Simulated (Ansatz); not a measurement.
# SiGeHO (quartet): the correlation ladder, cc-pVDZ

Aim: climb from Hartree-Fock through coupled cluster for SiGeHO (quartet) at one geometry and basis, and see what each rung misses.

Program: Ansatz 0.2.0, Gaussian basis. Level of theory: cc-pVDZ, core rule «outside noble gas», up to 20 orbitals frozen. These are calculated values, not measurements.

The runs, in order: UHF; CCSD(T) on ROHF; CCSD(T) on UHF; BCCD(T) on ROHF; CISD as a restricted active space (open shells left free, so some higher excitations enter); CCSDT(Q) on ROHF; CCSDT(Q) on UHF.

24 further runs of the same task are left out: 12 that didn't finish, 12 set aside as unsound or not needed. Runs told in other sessions of the task aren't counted.

## 1. The system

The geometry is a PBE0/def2-TZVP stationary point (not a proven minimum). No spin-orbit coupling is included. The filled d shell of Ge may be among the frozen orbitals whatever the setting's name suggests.

4 atoms, charge 0, spin multiplicity 4.

Atoms are counted from 1 here; the program's logs count them from 0.

Bond lengths: Ge1–O2 1.777 Å, Ge1–H4 1.564 Å, O2–Si3 1.641 Å. Angles: O2–Ge1–H4 115.7°, Ge1–O2–Si3 150.5°.

## 2. UHF

in.yaml

```yaml
crystal:
  periodic: [false, false, false]
  atoms:
    - {symbol: Ge, position_ang: [0.000000, 0.004847, 1.021232]}
    - {symbol: O, position_ang: [0.000000, -0.359730, -0.718378]}
    - {symbol: Si, position_ang: [0.000000, 0.137734, -2.282184]}
    - {symbol: H, position_ang: [0.000000, 1.522968, 1.396565]}
basis:
  gaussian: {orbitals: cc-pVDZ}
magnetization: {spin_polarized: true, initial_magnetization: 3}
hamiltonian: {xc: hf}
output: {orbitals: {seedname: orbitals}}
```

Run with:

```sh
ansatz run in.yaml --threads 1 --pin off --events-out ev --progress --plain --max-ram 2393MiB
```

After this run come: CCSD(T) on ROHF; CCSD(T) on UHF; BCCD(T) on ROHF; CISD as a restricted active space (open shells left free, so some higher excitations enter); CCSDT(Q) on ROHF; CCSDT(Q) on UHF.

Before running them: what should the planned runs give, taken together? Wanted: UCCSDT(Q) from the RHF energy; RMP2 from UCCSDT(Q); UMP2 from UCCSDT(Q); RCCSD from UCCSDT(Q); RCCSD(T) from UCCSDT(Q); UCCSD(T) from UCCSDT(Q); RCCSDT(Q) from UCCSDT(Q); T1 diagnostic.

The runs gave:

| quantity | value |
| --- | --- |
| UCCSDT(Q) from the ROHF energy | -9.5380 eV |
| RMP2 from UCCSDT(Q) | +1100.4 meV |
| UMP2 from UCCSDT(Q) | +1097.0 meV |
| RCCSD from UCCSDT(Q) | +355.2 meV |
| RCCSD(T) from UCCSDT(Q) | +72.3 meV |
| UCCSD(T) from UCCSDT(Q) | +62.3 meV |
| RCCSDT(Q) from UCCSDT(Q) | +15.7 meV |
| levels within 1 kcal/mol (43 meV) | RCCSDT, UCCSDT, RCCSDT(Q) |
| T1 diagnostic | 0.030 |

What this shows: RCCSD(T) lands +72.3 meV from the yardstick (0.8 % of the correlation energy). These misses are within one basis, not against nature; the frozen cores of restricted and unrestricted runs differ, which can shift their rows.
